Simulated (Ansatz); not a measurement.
Consider a scan of the bond length of BeI (Ansatz's Python interface).

Input file `bei.xyz`:
```text
2

Be    0.00000    0.00000    0.00000
I     0.00000    0.00000    2.27000
```

`scan_bei.py`
```python
"""Potential curve of BeI along one bond."""

import ansatz
from ase.data import atomic_masses, atomic_numbers
import numpy as np

BASIS_SET = "def2-TZVP"
XC = "R2SCAN0"

molecule = ansatz.Crystal.molecule_from_extxyz("bei.xyz")

symbols = [site.symbol for site in molecule.cartesian_sites]
start = np.array([site.position_ang for site in molecule.cartesian_sites])
axis = (start[1] - start[0]) / np.linalg.norm(start[1] - start[0])
moving = [1]
lengths, energies = [1.998, 2.088, 2.179, 2.27, 2.361, 2.452, 2.542, 2.679], []
for length in lengths:
    xyz = start.copy()
    xyz[moving] += (length - np.linalg.norm(start[1] - start[0])) * axis
    point = ansatz.Crystal.molecule()
    for symbol, place in zip(symbols, xyz):
        point = point.atom(symbol, place.tolist())
    setup = (
        point.calculation()
        .basis(gaussian=BASIS_SET)
        .functional(XC)
        .spin("collinear", total=1)
    )
    report = setup.run().report
    energies.append(report["free_energy_ev"])
    print(f"r = {length:6.3f} A  E = {energies[-1]:.5f} eV  <S^2> = {abs(report['mean_field']['state']['spin_squared']):.3f}")

# quartic fit about the minimum
fit = np.polynomial.Polynomial.fit(lengths, np.array(energies) - min(energies), 4).convert()
roots = [r.real for r in fit.deriv().roots() if abs(r.imag) < 1e-9 and fit.deriv(2)(r.real) > 0]
r_e = min(roots, key=lambda r: abs(r - lengths[int(np.argmin(energies))]))
print(f"minimum of the fit at {r_e:.4f} A, force constant {fit.deriv(2)(r_e):.2f} eV/A^2")
m1, m2 = (atomic_masses[atomic_numbers[s]] for s in symbols)
mu = m1 * m2 / (m1 + m2)
print(f"harmonic wavenumber {521.4709 * np.sqrt(fit.deriv(2)(r_e) / mu):.0f} 1/cm, rotational constant {16.857629 / (mu * r_e ** 2):.4f} 1/cm")
```

Where along the scan is the Be-I distance of lowest energy, and how steep are the two sides?

The lowest point is at 2.179 Å. At the shortest distance (2.00 Å) the energy is 0.27 eV higher, at the longest (2.68 Å) 0.76 eV.

The output:

```console
$ python scan_bei.py
r =  1.998 A  E = -8504.11583 eV  <S^2> = 0.752
r =  2.088 A  E = -8504.31944 eV  <S^2> = 0.752
r =  2.179 A  E = -8504.38657 eV  <S^2> = 0.752
r =  2.270 A  E = -8504.35491 eV  <S^2> = 0.753
r =  2.361 A  E = -8504.25425 eV  <S^2> = 0.753
r =  2.452 A  E = -8504.10669 eV  <S^2> = 0.754
r =  2.542 A  E = -8503.93066 eV  <S^2> = 0.755
r =  2.679 A  E = -8503.63121 eV  <S^2> = 0.758
minimum of the fit at 2.1909 A, force constant 11.51 eV/A^2
harmonic wavenumber 610 1/cm, rotational constant 0.4174 1/cm
```

What to keep in mind:
- Total energies depend on the basis set; only differences at equal settings carry meaning.
- The basis set is modest, and single-reference methods fail as a bond breaks.
- def2 sets replace the cores of elements past krypton by effective core potentials.
- The species is open-shell (spin multiplicity 2).
- Spin-orbit coupling of the heavy open-shell atom is left out.
- The spin state was assumed, and another may lie lower.
- It ran for 21 s on 1 thread of Intel(R) Xeon(R) Processor @ 2.30GHz, on a shared host, peak memory 0.27 GiB.
